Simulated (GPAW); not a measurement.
# CH3F2Si (SMILES FC(F)[SiH2]): a first try and a second

Aim: energy and one-electron properties of CH3F2Si at ULDA (PW92)/plane waves (scalar-relativistic datasets, plane-wave cutoff 450 eV).

The calculation is run with GPAW 26.7.0.

3 further runs of the same task are left out: 3 set aside as unsound or not needed.

### Step 1. The structure to begin with

CH3F2Si: 7 atoms, total charge 0, spin state doublet. SMILES: `FC(F)[SiH2]`. Geometry: relaxed at GFN2-xTB. This is one conformer, not always the lowest.

Bond lengths: F1–C2 1.362 Å, C2–F3 1.370 Å, C2–Si4 1.935 Å, C2–H5 1.100 Å, Si4–H6 1.452 Å, Si4–H7 1.455 Å. Angles: F1–C2–F3 105.7°, F1–C2–Si4 110.7°, F3–C2–Si4 110.2°, F1–C2–H5 107.0°, F3–C2–H5 106.4°, Si4–C2–H5 116.1°, C2–Si4–H6 109.3°, C2–Si4–H7 108.2°, H6–Si4–H7 118.2°.

### Step 2. The input as first written

sp.py reads:

```python
from ase.io.zmatrix import parse_zmatrix
from gpaw import GPAW, PW

# Geometry
zmat = """
F
C 1 r2
F 2 r3 1 a3
Si 2 r4 1 a4 3 d4
H 2 r5 1 a5 3 d5
H 4 r6 2 a6 5 d6
H 4 r7 6 a7 2 d7
"""
values = dict(r2=1.361996, r3=1.369774, a3=105.70261, r4=1.935053, a4=110.70052, d4=-119.37733, r5=1.100063, a5=107.033, d5=113.1761, r6=1.452451, a6=109.30402, d6=175.15744, r7=1.455341, a7=118.23601, d7=-124.25727)
atoms = parse_zmatrix(zmat, defs=values)
atoms.center(vacuum=4.5)
atoms.set_initial_magnetic_moments([0.25, 0.25, 0.25, 0.25, 0.0, 0.0, 0.0])

# DFT calculator
dft = GPAW(mode=PW(450),
           xc='LDA',
           charge=3,
           occupations={'name': 'fermi-dirac', 'width': 0.02, 'fixmagmom': True},
           maxiter=74,
           symmetry='off',
           txt='-')
atoms.calc = dft

energy = atoms.get_potential_energy()
print(f'Energy: {energy:.5f} eV')
forces = atoms.get_forces()
print('Forces (eV/Ang)')
for symbol, f in zip(atoms.symbols, forces):
    print(f'{symbol:2} {f[0]:9.4f} {f[1]:9.4f} {f[2]:9.4f}')
```

Run with:

```
$ OMP_NUM_THREADS=1 python sp.py
```

Output:

```text
[...]
  mode=PW(ecut=450.00000000000006),
[...]
Number of symmetries: 1
[...]
  Number of IBZ points: 1
[...]
Cutoff: 450.00000000000006 eV
Spin-components: 2 (collinear spins)
Bands:           18
[...]
  Valence electrons: 25.0
[...]
  Grid points: [63 56 63]
  Charge: 3.0  # |e|
[...]
    cutoffs:
[...]
occupation numbers:
  Fixed magnetic moment: 1.000
[...]
xc functional:
  name: None
[...]
|iter     |     time |      energy | eigst |  dens |  magmom |
[...]
|iter:   1| 00:00:07 |    7.437115 | +0.58 |       |  +0.9967|
[...]
|iter:  15| 00:00:57 |   19.424065c| -7.78c| -4.43c|  +1.0000|
Converged in 15 steps
[...]
Energy contributions relative to reference atoms: (reference = -14311.820180)
Energy contributions:
  Kinetic:         -11.495283
  Coulomb:          32.043228
  Zero:              0.482929
  External:          0.000000
  Xc:               -1.592946
  Entropy:          -0.027726
  Spinorbit:         0.000000
  ----------------------------
  Free energy:      19.410202
  Extrapolated:     19.424065
dipole moment: (18.859017, 14.724650, 18.945540)  # |e|*Ang
Total magnetic moment: (0.000000, 0.000000, 1.000000)
Local magnetic moments
|        x |        y |        z |
|----------|----------|----------|
| 0.000000 | 0.000000 | 0.130223 |  # F    0
| 0.000000 | 0.000000 | 0.042457 |  # C    1
| 0.000000 | 0.000000 | 0.087338 |  # F    2
| 0.000000 | 0.000000 | 0.158897 |  # Si   3
| 0.000000 | 0.000000 | 0.035605 |  # H    4
| 0.000000 | 0.000000 | 0.062615 |  # H    5
| 0.000000 | 0.000000 | 0.072602 |  # H    6
Fermi levels: -28.580, -29.125
Eigenvalues  # (at kpt = [0.000, 0.000, 0.000])
| band index |      eig [eV] | occ [0-1] |      eig [eV] | occ [0-1] |
|------------|---------------|-----------|---------------|-----------|
|          0 |       -52.174 |     1.000 |       -51.964 |     1.000 |
|        ... |               |           |               |           |
|          3 |       -35.299 |     1.000 |       -34.925 |     1.000 |
|          4 |       -34.035 |     1.000 |       -33.795 |     1.000 |
|          5 |       -33.839 |     1.000 |       -33.686 |     1.000 |
|          6 |       -32.499 |     1.000 |       -32.042 |     1.000 |
|          7 |       -30.864 |     1.000 |       -30.474 |     1.000 |
|          8 |       -30.184 |     1.000 |       -29.920 |     1.000 |
|          9 |       -29.954 |     1.000 |       -29.574 |     1.000 |
|         10 |       -29.696 |     1.000 |       -29.125 |     0.500 |
|         11 |       -28.580 |     0.500 |       -28.104 |     0.000 |
|         12 |       -25.260 |     0.000 |       -25.067 |     0.000 |
[...]
Gap: 0.545 eV
Transition (v -> c):
[...]
Forces (eV/Ang)
F     2.8794   -0.8808   -0.2229
C    -5.8407    7.2225    0.9395
F     0.0173   -3.3147   -0.3847
Si    0.2928   -1.4400   -0.7083
H     1.3808   -1.8303    2.4007
H    -1.5875    0.6232   -2.2970
H     2.8281   -0.6387    0.3562
```

Wall time 62 s (1 thread of Intel Xeon at 2.70GHz, shared host); peak memory 0.69 GiB.

### Step 3. What went wrong

It ran to the end. The result can't be trusted all the same.

Cause: the charge typed isn't that of the species meant. Among its listed settings the sound run differs in this, and the input shows the rest: charge 0 in place of 3.

### Step 4. The mended input

CH3F2Si_sp.py reads:

```python
import numpy as np
from ase.io.zmatrix import parse_zmatrix
from ase.units import Debye
from gpaw import GPAW, PW

mol = parse_zmatrix("""
F
C 1 1.361996
F 2 1.369774 1 105.70261
Si 2 1.935053 1 110.70052 3 -119.37733
H 2 1.100063 1 107.033 3 113.1761
H 4 1.452451 2 109.30402 5 175.15744
H 4 1.455341 6 118.23601 2 -124.25727
""")
mol.center(vacuum=4.5)
mol.set_initial_magnetic_moments([0.25, 0.25, 0.25, 0.25, 0.0, 0.0, 0.0])

calculator = GPAW(mode={"name": "pw", "ecut": 450},
                  symmetry="off",
                  occupations={"name": "fermi-dirac", "width": 0.02, "fixmagmom": True},
                  xc="LDA",
                  maxiter=100,
                  txt="-")
mol.calc = calculator

energy = mol.get_potential_energy()
print(f"Energy: {energy:.5f} eV")
forces = mol.get_forces()
print("Forces (eV/Ang)")
for symbol, f in zip(mol.symbols, forces):
    print(f'{symbol:2} {f[0]:9.4f} {f[1]:9.4f} {f[2]:9.4f}')
dipole = mol.get_dipole_moment() / Debye
print(f"Dipole: {np.linalg.norm(dipole):.3f} D")
```

Run with:

```
$ python CH3F2Si_sp.py
```

Output, cut to the lines that bear on the results:

```text
[...]
  mode=PW(ecut=450),
[...]
Number of symmetries: 1
[...]
  Number of IBZ points: 1
[...]
Cutoff: 450.00000000000006 eV
Spin-components: 2 (collinear spins)
Bands:           19
[...]
  Valence electrons: 25.0
[...]
  Grid points: [63 56 63]
  Charge: 0.0  # |e|
[...]
    cutoffs:
[...]
occupation numbers:
  Fixed magnetic moment: 1.000
[...]
xc functional:
  name: None
[...]
|iter     |     time |      energy | eigst |  dens |  magmom |
[...]
|iter:   1| 00:00:05 |  -33.495711 | +0.22 |       |  +0.9970|
[...]
|iter:  11| 00:00:35 |  -32.059059c| -7.59c| -4.34c|  +1.0000|
Converged in 11 steps
[...]
Energy contributions relative to reference atoms: (reference = -14311.820180)
Energy contributions:
  Kinetic:          35.370465
  Coulomb:         -35.256830
  Zero:              0.422142
  External:          0.000000
  Xc:              -32.594836
  Entropy:          -0.000000
  Spinorbit:         0.000000
  ----------------------------
  Free energy:     -32.059059
  Extrapolated:    -32.059059
dipole moment: (0.245414, -0.282310, -0.049478)  # |e|*Ang
Total magnetic moment: (0.000000, 0.000000, 1.000000)
Local magnetic moments
|        x |        y |         z |
|----------|----------|-----------|
| 0.000000 | 0.000000 |  0.001348 |  # F    0
| 0.000000 | 0.000000 |  0.004219 |  # C    1
| 0.000000 | 0.000000 |  0.026536 |  # F    2
| 0.000000 | 0.000000 |  0.298298 |  # Si   3
| 0.000000 | 0.000000 | -0.000668 |  # H    4
| 0.000000 | 0.000000 |  0.005143 |  # H    5
| 0.000000 | 0.000000 |  0.004526 |  # H    6
Fermi levels: -2.552, -5.911
[...]
Gap: 3.196 eV
Transition (v -> c):
[...]
Forces (eV/Ang)
F     0.0335   -0.1251   -0.0520
C    -0.1815    0.2358   -0.2876
F     0.0430    0.0116   -0.0522
Si   -0.6573   -0.3318    1.1058
H     0.1739   -0.2132    0.1377
H    -0.1888    0.3907   -0.6645
H     0.7503    0.0637   -0.1046
Dipole: 1.812 D
```

Run time: 39 s. Hardware: 1 thread of Intel Xeon at 2.70GHz, shared host; peak memory 0.66 GiB.

### Step 5. Outcome

At ULDA (PW92)/plane waves (scalar-relativistic datasets, plane-wave cutoff 450 eV):

```
                                              quantity        value
energy as printed (from the program's reference atoms)  -32.0591 eV
                                         dipole moment       1.81 D
                   HOMO energy (from the vacuum level)     -5.46 eV
                   LUMO energy (from the vacuum level)     -4.20 eV
                              largest force on an atom   1.328 eV/Å
```

In words: The largest force is 1.33 eV/Å: the shape isn't a stationary point for this species at this level.
